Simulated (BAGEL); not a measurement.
# UHF/STO-3G (density fitting with qzvpp-jkfit) run of CH6NOSi (SMILES CO[SiH2][NH])

What is the vertical doublet–quartet gap of CH6NOSi at UHF/STO-3G (density fitting with qzvpp-jkfit)? 

The calculation is run with BAGEL 1.2.2.

1 further run of the same task is left out (set aside as unsound or not needed).

### Step 1. The molecule

The species is CH6NOSi (10 atoms), meant as a doublet with charge 0. As SMILES, `CO[SiH2][NH]`. The coordinates come from a PBE0-D4/def2-TZVP relaxation. This is one conformer, not always the lowest.

Bond lengths: C1–O2 1.408 Å, O2–Si3 1.640 Å, Si3–N4 1.736 Å, C1–H5 1.096 Å, C1–H6 1.091 Å, C1–H7 1.097 Å, Si3–H8 1.481 Å, Si3–H9 1.491 Å, N4–H10 1.020 Å. Some angles: C1–O2–Si3 124.0°, O2–Si3–N4 118.8°, O2–C1–H5 111.3°, O2–C1–H6 108.4°, O2–C1–H7 111.7°, O2–Si3–H8 105.8°, O2–Si3–H9 109.5°, N4–Si3–H8 106.1°, N4–Si3–H9 104.3°, Si3–N4–H10 118.3°.

### Step 2. The energy at UHF/STO-3G (density fitting with qzvpp-jkfit)

Input file job.json:

```json
{ "bagel" : [

{
  "title" : "molecule",
  "basis" : "sto-3g",
  "df_basis" : "qzvpp-jkfit",
  "angstrom" : "true",
  "geometry" : [
    { "atom" : "C", "xyz" : [      -0.526500,       1.373700,       0.440100 ] },
    { "atom" : "O", "xyz" : [      -0.840800,       0.222100,      -0.307200 ] },
    { "atom" : "Si", "xyz" : [      -0.026700,      -1.196400,      -0.189500 ] },
    { "atom" : "N", "xyz" : [       1.557800,      -1.312600,      -0.888600 ] },
    { "atom" : "H", "xyz" : [       0.343900,       1.892900,       0.023600 ] },
    { "atom" : "H", "xyz" : [      -1.380600,       2.052000,       0.404800 ] },
    { "atom" : "H", "xyz" : [      -0.318000,       1.132100,       1.489300 ] },
    { "atom" : "H", "xyz" : [      -0.860600,      -2.199100,      -0.891300 ] },
    { "atom" : "H", "xyz" : [       0.179600,      -1.534800,       1.247500 ] },
    { "atom" : "H", "xyz" : [       1.955200,      -0.481000,      -1.325900 ] }
  ]
},

{
  "title" : "uhf",
  "nopen" : 1
},

{
  "title" : "print",
  "file" : "orbitals.molden",
  "orbitals" : "true"
}

]}
```

Started as:

```console
$ BAGEL_NUM_THREADS=1 BAGEL job.json > job.out
```

The program printed:

```text
* using 1 threads per process

  ===============================================================
  ===============================================================

  *** Geometry ***

  { "atom" : "C", "xyz" : [     -0.994941,      2.595917,      0.831668 ] },
  { "atom" : "O", "xyz" : [     -1.588882,      0.419708,     -0.580524 ] },
  { "atom" : "Si", "xyz" : [     -0.050456,     -2.260868,     -0.358103 ] },
  { "atom" : "N", "xyz" : [      2.943815,     -2.480455,     -1.679211 ] },
  { "atom" : "H", "xyz" : [      0.649877,      3.577063,      0.044598 ] },
  { "atom" : "H", "xyz" : [     -2.608956,      3.877718,      0.764961 ] },
  { "atom" : "H", "xyz" : [     -0.600933,      2.139359,      2.814369 ] },
  { "atom" : "H", "xyz" : [     -1.626298,     -4.155697,     -1.684313 ] },
  { "atom" : "H", "xyz" : [      0.339395,     -2.900352,      2.357433 ] },
  { "atom" : "H", "xyz" : [      3.694793,     -0.908958,     -2.505588 ] },

  Number of auxiliary basis functions:      465

  Since a DF basis is specified, we compute 2- and 3-index integrals:
    o Being stored without compression. Storage requirement is 0.003 GB

  Number of basis functions:       30
  Number of electrons      :       41

    * METHOD: MOLECULE                             0.16

  *** Open-shell HF ***

  === Nuclear Repulsion ===
   171.2720416831

      * DIIS with orbital gradients will be used.

  === UHF iteration (sto-3g) ===
      0       -453.96931182          0.03281303           0.04
      1       -454.05698229          0.00833091           0.04
      2       -454.06393245          0.00234162           0.04
      3       -454.06462016          0.00067721           0.04
      4       -454.06479467          0.00008924           0.04
      5       -454.06482243          0.00002787           0.04
      6       -454.06483710          0.00000936           0.04
      7       -454.06484041          0.00000596           0.04
      8       -454.06484205          0.00000305           0.04
      9       -454.06484211          0.00000228           0.04
     10       -454.06484212          0.00000179           0.04
     11       -454.06484212          0.00000103           0.04
     12       -454.06484212          0.00000022           0.04
     13       -454.06484212          0.00000008           0.04
     14       -454.06484213          0.00000003           0.04
     15       -454.06484213          0.00000002           0.04
     16       -454.06484213          0.00000001           0.04
    * SCF iteration converged.

    * S^2 (UHF) is 0.7588

    * Permanent dipole moment:
           (    0.012912,    -0.519687,    -0.221981) a.u.

    * METHOD: UHF                                  0.75

    * METHOD: PRINT                                0.00

  ===============================================================
```

It took 1.1 s on 1 thread of Arm Neoverse V2, shared host.

### Step 3. The quartet

Input file job.json:

```json
{ "bagel": [

{
  "title": "molecule",
  "basis": "sto-3g",
  "df_basis": "qzvpp-jkfit",
  "angstrom": "true",
  "geometry": [
    { "atom": "C", "xyz": [      -0.526500,       1.373700,       0.440100 ] },
    { "atom": "O", "xyz": [      -0.840800,       0.222100,      -0.307200 ] },
    { "atom": "Si", "xyz": [      -0.026700,      -1.196400,      -0.189500 ] },
    { "atom": "N", "xyz": [       1.557800,      -1.312600,      -0.888600 ] },
    { "atom": "H", "xyz": [       0.343900,       1.892900,       0.023600 ] },
    { "atom": "H", "xyz": [      -1.380600,       2.052000,       0.404800 ] },
    { "atom": "H", "xyz": [      -0.318000,       1.132100,       1.489300 ] },
    { "atom": "H", "xyz": [      -0.860600,      -2.199100,      -0.891300 ] },
    { "atom": "H", "xyz": [       0.179600,      -1.534800,       1.247500 ] },
    { "atom": "H", "xyz": [       1.955200,      -0.481000,      -1.325900 ] }
  ]
},

{
  "title": "uhf",
  "nopen": 3
},

{
  "title": "print",
  "file": "orbitals.molden",
  "orbitals": "true"
}

]}
```

Started as:

```console
$ BAGEL_NUM_THREADS=1 BAGEL job.json > job.out
```

The program printed:

```text
* using 1 threads per process

  ===============================================================
  ===============================================================

  *** Geometry ***

  { "atom" : "C", "xyz" : [     -0.994941,      2.595917,      0.831668 ] },
  { "atom" : "O", "xyz" : [     -1.588882,      0.419708,     -0.580524 ] },
  { "atom" : "Si", "xyz" : [     -0.050456,     -2.260868,     -0.358103 ] },
  { "atom" : "N", "xyz" : [      2.943815,     -2.480455,     -1.679211 ] },
  { "atom" : "H", "xyz" : [      0.649877,      3.577063,      0.044598 ] },
  { "atom" : "H", "xyz" : [     -2.608956,      3.877718,      0.764961 ] },
  { "atom" : "H", "xyz" : [     -0.600933,      2.139359,      2.814369 ] },
  { "atom" : "H", "xyz" : [     -1.626298,     -4.155697,     -1.684313 ] },
  { "atom" : "H", "xyz" : [      0.339395,     -2.900352,      2.357433 ] },
  { "atom" : "H", "xyz" : [      3.694793,     -0.908958,     -2.505588 ] },

  Number of auxiliary basis functions:      465

  Since a DF basis is specified, we compute 2- and 3-index integrals:
    o Being stored without compression. Storage requirement is 0.003 GB

  Number of basis functions:       30
  Number of electrons      :       41

    * METHOD: MOLECULE                             0.15

  *** Open-shell HF ***

  === Nuclear Repulsion ===
   171.2720416831

      * DIIS with orbital gradients will be used.

  === UHF iteration (sto-3g) ===
      0       -453.57962113          0.02756629           0.04
      1       -453.67406820          0.01374961           0.04
      2       -453.70049352          0.00676979           0.04
      3       -453.71165164          0.00440890           0.04
      4       -453.72169544          0.00359205           0.04
      5       -453.73083565          0.00287512           0.04
      6       -453.74074790          0.00164642           0.04
      7       -453.74138441          0.00167557           0.04
      8       -453.74365180          0.00095230           0.04
      9       -453.74412556          0.00139348           0.04
     10       -453.74483692          0.00093802           0.04
     11       -453.74567156          0.00048145           0.04
     12       -453.74607361          0.00029474           0.04
     13       -453.74618145          0.00017346           0.04
     14       -453.74623989          0.00008593           0.04
     15       -453.74625083          0.00005247           0.04
     16       -453.74625658          0.00002002           0.04
     17       -453.74625719          0.00001339           0.04
     18       -453.74625741          0.00000602           0.04
     19       -453.74625746          0.00000247           0.04
     20       -453.74625747          0.00000161           0.04
     21       -453.74625747          0.00000092           0.04
     22       -453.74625747          0.00000032           0.04
     23       -453.74625747          0.00000020           0.04
     24       -453.74625747          0.00000015           0.04
     25       -453.74625747          0.00000009           0.04
     26       -453.74625747          0.00000007           0.04
     27       -453.74625747          0.00000004           0.04
     28       -453.74625747          0.00000002           0.04
     29       -453.74625747          0.00000001           0.04
     30       -453.74625747          0.00000001           0.04
     31       -453.74625747          0.00000001           0.04
    * SCF iteration converged.

    * S^2 (UHF) is 3.7669

    * Permanent dipole moment:
           (    0.576885,    -1.257489,    -0.212370) a.u.

    * METHOD: UHF                                  1.38

    * METHOD: PRINT                                0.00

  ===============================================================
```

Wall time 1.7 s (1 thread of Arm Neoverse V2, shared host).

### Step 4. Summary of results

At UHF/STO-3G (density fitting with qzvpp-jkfit):

| quantity | value |
| --- | --- |
| doublet: total energy | -454.06484 Eh |
| doublet: dipole moment | 1.44 D |
| doublet: ⟨S²⟩ | 0.759 |
| quartet: total energy | -453.74626 Eh |
| quartet: dipole moment | 3.56 D |
| quartet: ⟨S²⟩ | 3.767 |
| vertical energy of the quartet above the doublet | 8.669 eV |

**Reading.** At this shape the quartet lies 8.67 eV (200 kcal/mol) above the doublet. In a minimal basis such a difference can be off by several eV, whatever the method.
